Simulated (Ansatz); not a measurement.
# Ge3PPt (element-swapped structure): how the settings move a single-point run

How sensitive is a single-point run of Ge3PPt (element-swapped structure) to its settings? A reference run comes first, then three runs with altered input.

Computed with Ansatz 0.2.0 (reference: DFT PBE, plane waves, PAW, scalar-relativistic, no spin polarisation, unless a step's input says otherwise).

1 further run of the same task is left out (it didn't finish).

## (1) The system as given

Symmetry: I4mm, No. 107, tetragonal system. The conventional cell has a = 4.199 Å, b = 4.199 Å, c = 9.417 Å, α = 90.00°, β = 90.00°, γ = 90.00°. P (site symmetry 4mm) has 12 Ge at 3.11 to 3.18 Å and 5 Pt at 3.28 to 3.32 Å as nearest neighbours. Pt (site symmetry 4mm) has 5 Ge at 2.32 to 2.33 Å and 5 P at 3.28 to 3.32 Å as nearest neighbours. Around Ge (site symmetry 4mm) lie 1 Pt at 2.33 Å and 4 Ge at 2.51 Å and 4 P at 3.11 Å. Ge (site symmetry 2mm) is surrounded by 2 Pt at 2.32 Å and 6 Ge at 2.51 to 2.97 Å and 4 P at 3.13 to 3.18 Å.

Structure file:

```xyz
5
Lattice="0.0000 4.1994 0.0000 4.1994 0.0000 0.0000 2.0997 2.0997 -4.7087" Properties=species:S:1:pos:R:3 pbc="T T T"
P     0.0000    0.0000    0.0000
Pt    4.1994    4.1994   -3.3159
Ge    2.0997    2.0997   -0.9380
Ge    2.0997    4.1994   -2.3195
Ge    4.1994    2.0997   -2.3195
```

## (2) Reference

Contents of input.yaml:

```yaml
crystal:
  lattice:
    - [0.0, 4.199445, 0.0]
    - [4.199445, 0.0, 0.0]
    - [2.099723, 2.099723, -4.708733]
  atoms:
    - { symbol: P, position: [0.0, 0.0, 0.0] }
    - { symbol: Pt, position: [0.6479, 0.6479, 0.7042] }
    - { symbol: Ge, position: [0.4004, 0.4004, 0.1992] }
    - { symbol: Ge, position: [0.7537, 0.2537, 0.4926] }
    - { symbol: Ge, position: [0.2537, 0.7537, 0.4926] }
  symmetry: { tolerance: 0.0003 }
kpoints:
  mp_grid: { grid: [5, 5, 5], shift: [0, 0, 0] }
magnetization:
  spin_polarized: false
scf:
  occupations: { method: methfessel_paxton, width: 0.0118 }
hamiltonian:
  pseudopotentials: { kind: paw }
  xc: pbe
basis:
  ecutwfc: 420
output:
  forces: true
  stress: true
  eigenvalues: true
```

Launch:

```console
> ansatz run input.yaml --threads 1 --pin off --max-ram 2560MiB --backend cpu --events-out ev --progress --plain --runs-dir out
```

## (3) Changing settings: dr2_threshold 1.0e-06, ecutrho_ratio 8

Edit input.yaml of step 2 so:

```diff
@@ -18,2 +18,3 @@
   occupations: { method: methfessel_paxton, width: 0.0118 }
+  convergence: { dr2_threshold: 1.0e-06 }
 hamiltonian:
@@ -23,2 +24,3 @@
   ecutwfc: 420
+  ecutrho_ratio: 8
 output:
```

## (4) Variant: lower_state_search standard, pseudopotentials.kind nc, pseudopotentials.accuracy standard

Edit input.yaml of step 2 so:

```diff
@@ -18,4 +18,5 @@
   occupations: { method: methfessel_paxton, width: 0.0118 }
+  lower_state_search: standard
 hamiltonian:
-  pseudopotentials: { kind: paw }
+  pseudopotentials: { kind: nc, accuracy: standard }
   xc: pbe
@@ -27 +28,5 @@
   eigenvalues: true
+  write_density: true
+  write_potential: true
+  elf: true
+  volumetric_format: npy
```

## (5) Variant: occupations.method tetrahedron, scf.algorithm density_mixing, width left out

Edit input.yaml of step 2 so:

```diff
@@ -17,3 +17,4 @@
 scf:
-  occupations: { method: methfessel_paxton, width: 0.0118 }
+  occupations: { method: tetrahedron }
+  algorithm: density_mixing
 hamiltonian:
```

Before running it: what results should come out? Wanted: for each run, ending; energy change; pressure; gap; force.

As calculated:

```tsv
run	ending	energy change	pressure (GPa)	gap (eV)	force (eV/Å)	cycles	time
reference	converged	0	24.0	0.00	3.16	6	3 s
1: dr2_threshold 1.0e-06, ecutrho_ratio 8	converged	0.0 meV/atom	24.0	0.00	3.16	5	3.9 s
2: lower_state_search standard, pseudopotentials.kind nc, pseudopotentials.accuracy standard	converged	not comparable	16.2	0.00	3.32	9	4.7 s
3: occupations.method tetrahedron, scf.algorithm density_mixing, width left out	converged	+1.7 meV/atom (σ→0)	24.2	0.00	3.11	7	2.9 s
```

Times don't compare one to one where runs were asked for different outputs or read a saved state (see the inputs); cycles may leave out searches for a lower state.

Residual by cycle in the longest SCF loop of each run; runs are numbered as in the table. The quantity is the density residual dr2, in eV.

```tsv
cycle	reference	run 1	run 2	run 3
1	0.0156	0.0156	114	0.0158
2	0.00403	0.00403	26.6	0.00285
3	1.4e-4	1.4e-4	2.03	3.6e-4
4	9.8e-6	9.8e-6	0.0245	5.7e-5
5	7.0e-7	7.0e-7	0.00313	1.1e-5
6	3.6e-8	-	3.0e-4	4.0e-7
7	-	-	2.1e-5	4.7e-8
8	-	-	1.1e-6	-
9	-	-	6.4e-8	-
```

What this shows: Run 2 ran under the cutoff that the potentials recommend, as the log warns, so basis error is mixed into its values, and swamps them where the cutoff is far short. The structure is not at rest: the sound run finds 24 GPa, so these are no properties of the relaxed crystal. 

Caveats on the reference run: it is run without spin, though an odd electron count or open d shells could carry moments; its mesh is coarse for a cell with so small a gap or none; the structure is made up and not relaxed.
